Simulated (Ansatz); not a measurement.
**CH8B2SSi: a ladder of functionals and wavefunction methods**

One table from this session's results is given with a row withheld; the runs are named, their logs left out.

Program: Ansatz 0.2.0, Gaussian basis. Level of theory: functionals in def2-TZVPP, the program's frozen cores in correlated methods. These are calculated values, not measurements.

The runs, in order: PBE-D4, r2SCAN-D4, PBE0-D4, B3LYP-D4, ωB97X-V, ωB97M-V, B2PLYP; CCSD(T)/def2-TZVPP; MP2/def2-QZVPP; extrapolation to the limit.

## Structure used throughout

All runs share one geometry, relaxed beforehand with PBE0-D4 in a triple-zeta def2 set.

13 atoms, charge 0, spin multiplicity 1.

Atoms are counted from 1 here; the program's logs count them from 0.

Bond lengths: B1–Si2 2.002 Å, B1–B4 1.789 Å, B1–H6 1.286 Å, B1–H7 1.192 Å, B1–H10 1.286 Å, Si2–S3 2.171 Å, Si2–H8 1.487 Å, Si2–H9 1.487 Å, S3–B4 1.839 Å, B4–C5 1.566 Å, B4–H6 1.408 Å, B4–H10 1.408 Å, C5–H11 1.092 Å, C5–H12 1.094 Å, C5–H13 1.094 Å. Angles: Si2–B1–B4 87.9°, Si2–B1–H6 101.1°, Si2–B1–H7 139.0°, Si2–B1–H10 101.1°, B4–B1–H6 51.4°, B4–B1–H7 133.1°, B4–B1–H10 51.4°, H6–B1–H7 105.6°, H6–B1–H10 97.3°, H7–B1–H10 105.6°, B1–Si2–S3 86.4°, B1–Si2–H8 118.6°, B1–Si2–H9 118.6°, S3–Si2–H8 111.4°, S3–Si2–H9 111.4°, H8–Si2–H9 108.5°, Si2–S3–B4 81.7°, B1–B4–S3 104.0° and more.

Coordinates:

```tsv
atom	x (Å)	y (Å)	z (Å)
B1	-0.4186	1.1889	0.0633
Si2	-0.9614	0.5249	1.8719
S3	-0.0869	-1.3743	1.2868
B4	0.2546	-0.4374	-0.2583
C5	0.9808	-1.0418	-1.5070
H6	0.8140	0.8229	0.0245
H7	-0.4767	2.1885	-0.5828
H8	-0.2836	1.0879	3.0699
H9	-2.4109	0.3846	2.1732
H10	-0.8881	0.2602	-0.6929
H11	1.0903	-0.3286	-2.3268
H12	0.4307	-1.9110	-1.8791
H13	1.9761	-1.3996	-1.2278
```

The first run:

Input file in.yaml:

```yaml
crystal:
  periodic: [false, false, false]
  atoms:
    - {symbol: B, position_ang: [-0.418609, 1.188851, 0.063327]}
    - {symbol: Si, position_ang: [-0.961365, 0.524925, 1.871853]}
    - {symbol: S, position_ang: [-0.086885, -1.374322, 1.286812]}
    - {symbol: B, position_ang: [0.254570, -0.437399, -0.258286]}
    - {symbol: C, position_ang: [0.980806, -1.041807, -1.507040]}
    - {symbol: H, position_ang: [0.813988, 0.822888, 0.024498]}
    - {symbol: H, position_ang: [-0.476717, 2.188513, -0.582849]}
    - {symbol: H, position_ang: [-0.283598, 1.087931, 3.069877]}
    - {symbol: H, position_ang: [-2.410889, 0.384613, 2.173159]}
    - {symbol: H, position_ang: [-0.888119, 0.260193, -0.692906]}
    - {symbol: H, position_ang: [1.090254, -0.328631, -2.326757]}
    - {symbol: H, position_ang: [0.430654, -1.911000, -1.879077]}
    - {symbol: H, position_ang: [1.976111, -1.399553, -1.227811]}
basis:
  gaussian: {orbitals: def2-TZVPP}
hamiltonian: {xc: pbe, dispersion: d4}
output: {forces: true, orbitals: {seedname: orbitals}}
```

Command:

```sh
> ansatz run in.yaml --threads 4 --pin off --events-out ev --progress --plain --max-ram 10444MiB
```

Steps of the session up to this table: PBE-D4 (GGA); r2SCAN-D4 (meta-GGA); PBE0-D4 (hybrid); B3LYP-D4 (hybrid); ωB97X-V (range-separated); ωB97M-V (range-separated); B2PLYP (double hybrid); CCSD(T) in def2-TZVPP; MP2 in def2-QZVPP.

One table of the session follows, with a row left open; its other results are not shown here.

It belongs to the step «Atomisation energies». 

| method | atomisation energy (kJ/mol) |
| --- | --- |
| PBE-D4 | 4614.7 |
| r2SCAN-D4 | 4594.7 |
| PBE0-D4 | 4583.2 |
| B3LYP-D4 | 4539.7 |
| ωB97X-V | 4569.5 |
| ωB97M-V | 4570.3 |
| B2PLYP | 4485.1 |
| HF/def2-TZVPP | 3458.5 |
| MP2/def2-TZVPP | ? |
| CCSD/def2-TZVPP | 4366.3 |
| CCSD(T)/def2-TZVPP | 4427.5 |
| MP2/CBS | 4576.3 |
| CCSD(T)/CBS | 4529.5 |

Estimate the missing values for MP2/def2-TZVPP.

The run gave: atomisation energy (kJ/mol): 4474.3. In the column «atomisation energy (kJ/mol)» it lies between CCSD(T)/def2-TZVPP (4427.5) and B2PLYP (4485.1).
